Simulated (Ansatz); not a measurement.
HfGe:

```xyz
2
Lattice="3.2197 0.0000 0.0000 0.0000 3.2197 0.0000 0.0000 0.0000 4.1084" Properties=species:S:1:pos:R:3 pbc="T T T"
Hf    1.6098    1.6098    0.0000
Ge    0.0000    0.0000    0.0000
```

The cell was built by a generator and needn't be a form met in nature.

| Quantity | Value |
| --- | --- |
| Program | Ansatz 0.2.0 |
| Task | single point |
| Functional | PBE |
| Potentials or basis | all-electron LAPW, scalar-relativistic |
| Cutoff | 428 eV (chosen from the basis error) |
| Basis error allowed | 0.001 eV/atom |
| k mesh | 8 × 8 × 7 |
| Occupations | fermi-dirac, width 0.05 eV |
| Spin | no spin polarisation |

On this cell: pressure 61.2 GPa; largest force under 0.003 eV/Å; band gap on the k mesh none (metal or under the smearing width).

The same run follows on a disturbed copy (atoms moved at random, drawn with an rms of 0.05 Å):

```
CELL_PARAMETERS angstrom
3.21967 0.00000 0.00000
0.00000 3.21967 0.00000
0.00000 0.00000 4.10843
ATOMIC_POSITIONS crystal
Hf 0.50233 0.50628 0.01556
Ge 0.01132 0.01158 0.00627
```

Question: What changes?

Answer: The energy (extrapolated to zero smearing) moves by +7.7 meV/atom; pressure 61.2 GPa; largest force 1.431 eV/Å; band gap on the k mesh none (metal or under the smearing width).

Forces in eV/Å, atoms in the order of the input:
```
Hf   1.183  0.697  0.406
Ge  -1.183 -0.697 -0.406
```

Stress tensor (GPa, compression positive):
```
92.62  0.31  0.17
 0.31 92.78  0.10
 0.17  0.10 -1.70
```

Caveats: a pressure of tens of GPa on the cell as given is suspect, and the run, the potentials or the cell itself is likely at fault (some runs); the cell as given lies far from equilibrium (some runs).
